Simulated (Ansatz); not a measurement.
# C2H6F2N2W: basis-set convergence

The task here is to estimate one member of a computed series from the others.

The runs use Ansatz 0.2.0, Gaussian basis; one geometry, several basis sets.

Levels to be run: PBE0-D4/def2-SVP; ωB97M-V/def2-SVP; PBE0-D4/def2-QZVPP; ωB97M-V/def2-QZVPP; the functionals' def2-TZVPP values are taken from earlier runs.

### The geometry

An earlier PBE0-D4 in a triple-zeta def2 set relaxation fixed the geometry. W takes the def2 core potential; no spin-orbit term is included.

SMILES `C[N]=[W]([F])([F])=[N]C`, 13 atoms, charge 0, spin multiplicity 1.

Atoms are counted from 1 here; the program's logs count them from 0.

Bond lengths: C1–N2 1.418 Å, C1–H8 1.095 Å, C1–H9 1.095 Å, C1–H10 1.095 Å, N2–W3 1.740 Å, W3–F4 1.880 Å, W3–F5 1.880 Å, W3–N6 1.740 Å, N6–C7 1.418 Å, C7–H11 1.095 Å, C7–H12 1.095 Å, C7–H13 1.095 Å. Angles: N2–C1–H8 111.7°, N2–C1–H9 110.3°, N2–C1–H10 110.3°, H8–C1–H9 108.3°, H8–C1–H10 108.3°, H9–C1–H10 107.9°, C1–N2–W3 160.7°, N2–W3–F4 107.8°, N2–W3–F5 107.8°, N2–W3–N6 108.9°, F4–W3–F5 116.6°, F4–W3–N6 107.8°, F5–W3–N6 107.8°, W3–N6–C7 160.4°, N6–C7–H11 110.3°, N6–C7–H12 111.7°, N6–C7–H13 110.3°, H11–C7–H12 108.3° and more.

The first run:

Input file in.yaml:

```yaml
crystal:
  periodic: [false, false, false]
  atoms:
    - {symbol: C, position_ang: [-0.251595, 0.182462, 2.312407]}
    - {symbol: N, position_ang: [-0.107508, 0.961010, 1.135622]}
    - {symbol: W, position_ang: [0.085498, 1.380885, -0.542213]}
    - {symbol: F, position_ang: [-1.446925, 2.328806, -1.077141]}
    - {symbol: F, position_ang: [1.731590, 2.269481, -0.726228]}
    - {symbol: N, position_ang: [0.162153, -0.080858, -1.483881]}
    - {symbol: C, position_ang: [0.172424, -1.461110, -1.810684]}
    - {symbol: H, position_ang: [-0.242543, -0.890249, 2.092441]}
    - {symbol: H, position_ang: [0.563594, 0.396759, 3.010725]}
    - {symbol: H, position_ang: [-1.195108, 0.422617, 2.812620]}
    - {symbol: H, position_ang: [-0.640156, -1.691671, -2.507084]}
    - {symbol: H, position_ang: [0.051683, -2.089098, -0.921572]}
    - {symbol: H, position_ang: [1.116902, -1.729035, -2.295021]}
basis:
  gaussian: {orbitals: def2-SVP}
hamiltonian: {xc: pbe0, dispersion: d4}
output: {orbitals: {seedname: orbitals}}
```

Launch:

```sh
ansatz run in.yaml --threads 2 --pin off --events-out ev --progress --plain --max-ram 32768MiB --backend cpu
```

Among the steps run: PBE0-D4 in def2-SVP; ωB97M-V in def2-SVP; PBE0-D4 in def2-QZVPP; ωB97M-V in def2-QZVPP.

One of the session's tables, all rows but one given; the rest of the session is left out.

It belongs to the step «Density functionals: the series». 

| functional | basis | HOMO (eV) |
| --- | --- | --- |
| PBE0-D4 | def2-SVP | -7.27 |
| PBE0-D4 | def2-TZVPP | -7.30 |
| PBE0-D4 | def2-QZVPP | -7.32 |
| ωB97M-V | def2-SVP | -9.43 |
| ωB97M-V | def2-TZVPP | -9.48 |
| ωB97M-V | def2-QZVPP | ? |

Estimate the missing values for ωB97M-V, def2-QZVPP.

The run gave: HOMO (eV): -9.50. In the column «HOMO (eV)» it is the lowest.
